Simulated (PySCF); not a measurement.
# C7H8: the cost of one run

Programs: PySCF 2.14.0, with routines of our own; each step states its level. All values are computed. Atoms count from 0.

## Step 1: The system as given

15 atoms, charge 0, multiplicity 1; geometry from: GFN2-xTB.

## Step 2: Magnetic properties: GIAO CAM-B3LYP/pcSseg-1

The job: settings as JSON, then the geometry in Å.

```
{"job": {"kind": "mag", "xc": "CAM-B3LYP", "basis": "pcSseg-1", "isotopologues": 2}, "charge": 0, "multiplicity": 1}
C      3.214074    -0.676332    -0.600079
C      2.435150     0.175680    -0.267372
C      1.543240     1.200652     0.111165
C      0.287418     0.994647     0.504312
C     -0.375699    -0.345647     0.584751
C     -1.519804    -0.401360    -0.384536
C     -2.788388    -0.501357    -0.036113
H      3.891206    -1.423511    -0.889100
H      1.951672     2.202947     0.067452
H     -0.335706     1.838161     0.769217
H      0.351968    -1.125019     0.345239
H     -0.750056    -0.506881     1.599567
H     -1.239088    -0.324886    -1.427177
H     -3.582393    -0.525466    -0.763343
H     -3.088008    -0.573638     0.997172
```

Method: GIAO CAM-B3LYP/pcSseg-1 magnetisability, rotational g tensor and spin-rotation constants, non-relativistic, gas phase.

Command:

```bash
$ OMP_NUM_THREADS=1 python excited_run.py task.json out
```

This one command runs all jobs of the session in turn.

**Question.** How long does this first job take on 1 thread of Arm Neoverse V1, shared host, and how much memory does it need?

About 27 s, with a peak of 0.79 GiB.
